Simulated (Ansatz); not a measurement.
# Al: the cost of one run

Computed with Ansatz 0.2.0 (DFT PBEsol, scalar-relativistic, plane waves, PAW, unless a step's input says otherwise).

72 further runs of the same task are left out: 72 set aside as unsound or not needed.

### 1 Starting point

It takes space group P6_3/mmc (No. 194, hexagonal). Conventional cell: a = 2.850 Å, b = 2.850 Å, c = 4.638 Å, α = 90.00°, β = 90.00°, γ = 120.00°. Around Al (site symmetry -6m2) lie 12 Al at 2.84 to 2.85 Å.

As a file:

```cif
data_structure
_symmetry_space_group_name_H-M 'P 1'
_symmetry_Int_Tables_number 1
_cell_length_a 2.8497
_cell_length_b 2.8497
_cell_length_c 4.6383
_cell_angle_alpha 90.000
_cell_angle_beta 90.000
_cell_angle_gamma 120.000
_cell_volume 32.62
loop_
_atom_site_label
_atom_site_type_symbol
_atom_site_fract_x
_atom_site_fract_y
_atom_site_fract_z
_atom_site_occupancy
Al1 Al 0.66667 0.33333 0.75000 1
Al2 Al 0.33333 0.66667 0.25000 1
```

It goes back to an entry of the Materials Project, which need not be the stable form.

This cell was relaxed beforehand with the same method: volume 16.31 Å³/atom, gap on the mesh none (metal).

### 2 Plan of the line

The energy is mapped over the lattice constants a and c of the conventional cell.

First coordinate, lattice constant a (and b): 11 values from 2.650 to 3.049 Å. Second coordinate, lattice constant c: 11 values from 4.267 to 5.009 Å.

Nothing else is relaxed (symmetry fixes all fractional coordinates). Energies count from the relaxed crystal. Points are written as (first, second).

### 3 Grid point (2.650 Å, 4.416 Å)

File input.yaml:

```yaml
crystal:
  lattice:
    - [2.6502, 0.0, 0.0]
    - [-1.3251, 2.2951405251, 0.0]
    - [0.0, 0.0, 4.4157]
  atoms:
    - { symbol: Al, position: [0.6666666667, 0.3333333333, 0.75] }
    - { symbol: Al, position: [0.3333333333, 0.6666666667, 0.25] }
basis:
  ecutwfc: 420
kpoints:
  mp_grid: { grid: [18, 18, 10] }
hamiltonian:
  xc: pbesol
  pseudopotentials: { kind: paw, azcp: { folder: soft_1 } }
scf:
  occupations: { method: gaussian, width: 0.15 }
output:
  forces: true
  stress: true
  eigenvalues: true
```

Command:

```
$ ansatz run input.yaml --threads 1 --pin off --max-ram 2048MiB --backend cpu --events-out ev --progress --plain --runs-dir out
```

What time and memory should one allow on 1 thread of Intel Xeon Platinum 8259CL at 2.50GHz (Skylake/Cascade Lake), shared host?

About 2.7 s, with a peak of 0.37 GiB.
